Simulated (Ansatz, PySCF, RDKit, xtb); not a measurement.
**C3H8BO2P: which of the isomers drawn lies lowest?**

A sample of isomers of C3H8BO2P is drawn. Aim: find which of them has the lowest free energy at 298.15 K, then its properties. The sample is small against all isomers, and the most stable one of this formula need not be in it.

Plan: many cheap relaxations first (GFN2-xTB), then density-functional screening, relaxation at PBE-D3(BJ)/def2-SVP, vibrations (at GFN2-xTB) and a final energy. The numbers are computed, not measured.

**1. Candidates**

Isomers were taken from a list of plausible structures; this is a sample, not all of them. That gives 4 candidates.

```
label       SMILES     spin
 c634    PB1COCCO1  singlet
 c677    PB1OCCCO1  singlet
 c915  OB(P)OC1CC1  singlet
 c964   C=COB(P)OC  singlet
```

Candidates are built by distance geometry, with a force field where one applies, in up to four conformers (letters a to d).

Q: Predict the outcome of this search (final energies at CCSD(T)/def2-SVP + MP2/def2-TZVPP - MP2/def2-SVP).

| quantity | value |
| --- | --- |
| lowest structure found | PB1OCCCO1, singlet |
| next finalist | OB(P)OC1CC1, singlet, 14.2 kcal/mol higher in G |
| share at equilibrium, among the finalists | 100.0 % |
| dipole moment (PBE0/def2-SVPD) | 3.78 D |
| HOMO energy (PBE0/def2-SVPD) | -7.08 eV |
| LUMO energy (PBE0/def2-SVPD) | 0.22 eV |
| HOMO–LUMO gap (PBE0/def2-SVPD) | 7.31 eV |
| lowest excitation (TD-PBE0/def2-SVPD) | 6.32 eV (f = 0.043) |
| strongest of the states computed, same level | 6.58 eV (f = 0.145) |
| lowest triplet excitation, same level, Tamm-Dancoff | 5.39 eV |
| vertical ionisation energy | 9.20 eV |
| vertical electron affinity | -1.19 eV (unbound: the value depends on the basis) |
| vertical triplet less singlet | +5.45 eV |

The search ends on `PB1OCCCO1`. Among the finalists first place is clear (14.2 kcal/mol); structures outside the list aren't covered. GFN2-xTB, HF/STO-3G, r2SCAN-D4/def2-SVP, PBE-D3(BJ)/def2-SVP, HF/def2-SVP and MP2/def2-SVP already put its bonding pattern lowest among the structures in one piece. One minimum inside the window was never screened. Lowest found is not proven lowest: the search is finite, and each finalist counts with one conformer. Only 4 drawn patterns were tried, so whole families of isomers are missing, and the result ranks this sample alone.
